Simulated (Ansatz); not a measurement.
**ZrSi+ (sextet): from Hartree-Fock to the top rungs, def2-QZVPP**

An exercise on one series of results from a longer session: the logs are not shown, and one member is left open.

Program: Ansatz 0.2.0, Gaussian basis. Level of theory: def2-QZVPP, core rule «outside noble gas», up to 9 orbitals frozen. These are calculated values, not measurements.

The runs, in order: UHF; ROHF; CCSD(T) on UHF.

## The system

The geometry is a PBE0/def2-TZVP stationary point (not a proven minimum) of the parent state, kept for this charge and spin. No spin-orbit coupling is included. Elements past krypton take def2 core potentials.

2 atoms, charge 1, spin multiplicity 6.

Atoms are counted from 1 here; the program's logs count them from 0.

Bond lengths: Zr1–Si2 2.518 Å.

Geometry (Å):

```xyz
2
SiZr
Zr    0.0000    0.0000    0.0000
Si    0.0000    0.0000    2.5182
```

The first run:

in.yaml

```yaml
crystal:
  periodic: [false, false, false]
  atoms:
    - {symbol: Zr, position_ang: [0.000000, 0.000000, 0.000000]}
    - {symbol: Si, position_ang: [0.000000, 0.000000, 2.518200]}
basis:
  gaussian: {orbitals: "def2-QZVPP.json"}
total_charge: 1
magnetization: {spin_polarized: true, initial_magnetization: 5}
hamiltonian: {xc: hf}
output: {orbitals: {seedname: orbitals}}
```

Launch:

```
ansatz run in.yaml --threads 1 --pin off --events-out ev --progress --plain --max-ram 4096MiB --backend cpu
```

Steps of the session up to this table: UHF; ROHF; CCSD(T) on UHF.

One of the session's tables, all rows but one given; the rest of the session is left out.

| method | from UCCSD(T) (meV) |
| --- | --- |
| ROHF | +3826.6 |
| UHF | ? |
| UMP2 | +745.4 |
| UCCSD | +225.0 |
| UCCSD(T) | 0 |

Estimate the missing values for UHF.

As computed: from UCCSD(T) (meV): +3677.9. In the column «from UCCSD(T) (meV)» it lies between UMP2 (+745.4) and ROHF (+3826.6).
